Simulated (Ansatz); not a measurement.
What does this script print? It uses Ansatz 0.2.0, Python API.

The script, `drho.py`:
```python
# -*- coding: utf-8 -*-
"""Density of ZnRe less that of its sublattices."""

import warnings

import ansatz as az
import numpy as np

vectors0 = np.array([
    [2.74822, 0.0, 0.0],
    [-1.37411, 2.38003, 0.0],
    [0.0, 0.0, 4.49407],
])
sites = [
    ("Zn", (0.0, 0.0, 0.0)),
    ("Re", (1 / 3, 2 / 3, 0.5)),
]


def build(cell):
    crystal = az.Crystal(lattice=az.Lattice.of(cell))
    for symbol, position in sites:
        crystal = crystal.atom(symbol, position)
    return crystal

warnings.simplefilter("ignore", az.DeckWarning)

# same cell, cutoff and mesh for the crystal and its parts
def solve(crystal):
    return (
        crystal.calculation()
        .functional("pbesol")
        .occupations("Fermi-Dirac", width=0.05)
        .mixing("broyden")
        .initial_density(normalization="cell")
        .scf(tolerance=1e-09)
        .basis(460, grid_basis="typed")
        .kpoints(10, 10, 5)
        .density()
        .run(threads=1)
    )


whole = solve(build(vectors0))
difference = whole.density().channels[0].density_e_per_ang3.copy()
binding = whole.report["free_energy_ev"]
for element in ["Zn", "Re"]:
    part = az.Crystal(lattice=az.Lattice.of(vectors0))
    for symbol, position in sites:
        if symbol == element:
            part = part.atom(symbol, position)
    alone = solve(part)
    difference -= alone.density().channels[0].density_e_per_ang3
    binding -= alone.report["free_energy_ev"]
    print(f"{element} sublattice: {alone.report['n_electrons']:g} electrons, {alone.report['n_iterations']} iterations")

voxel = abs(np.linalg.det(vectors0)) / difference.size
print(f"energy of the crystal less its unpolarised sublattices: {binding / len(sites):.4f} eV/atom")
print(f"net charge of the difference {difference.sum() * voxel:.5f} e, charge moved {0.5 * np.abs(difference).sum() * voxel:.3f} e")
print(f"extremes {difference.min():.4f} and {difference.max():.4f} e/A^3")
for (symbol, position) in sites:
    index = tuple(int(round(p * n)) % n for p, n in zip(position, difference.shape))
    print(f"  change of the pseudo-density at the grid point nearest {symbol}: {difference[index]:+.4f} e/A^3")
profile = difference.mean(axis=(0, 1))
print("planar mean along the third vector:", np.round(profile[:: max(len(profile) // 12, 1)], 4))
```

`python drho.py` gives:
```text
Zn sublattice: 12 electrons, 9 iterations
Re sublattice: 15 electrons, 8 iterations
energy of the crystal less its unpolarised sublattices: -1.5701 eV/atom
net charge of the difference -0.00000 e, charge moved 0.320 e
extremes -0.1588 and 0.1135 e/A^3
  change of the pseudo-density at the grid point nearest Zn: -0.1588 e/A^3
  change of the pseudo-density at the grid point nearest Re: -0.0643 e/A^3
planar mean along the third vector: [-0.0318 -0.0291 -0.0076  0.0228  0.0332  0.0177 -0.0115 -0.0132  0.007
 -0.0132 -0.0115  0.0177  0.0332  0.0228 -0.0076 -0.0291]
```

Reading the output:
- The settings weren't tested for convergence.
- For a metal this k-point mesh is coarse: on a finer one energies can move by several to tens of meV an atom and pressures by half a GPa or more, differences at one mesh by less.
- Spin-orbit coupling, which matters for elements this heavy, is left out.
- The fields are valence quantities on the plane-wave grid; their values near the nuclei depend on the potentials.
- The structure comes from a database of computed cells and needn't be a stable or known phase.
- Charge moved counts every rearrangement, bonding and polarisation too, and is no transfer between atoms; the bare sublattices are artificial references. Values near the nuclei depend on the potentials.
- Run time: 5.9 s on 1 thread of Arm Neoverse V1, with other jobs on the host, peak memory 0.36 GiB.

(A comment or docstring line of the script was reworded after the run, the code is as it ran; lines on the test bed's own set-up are left out of the output.)
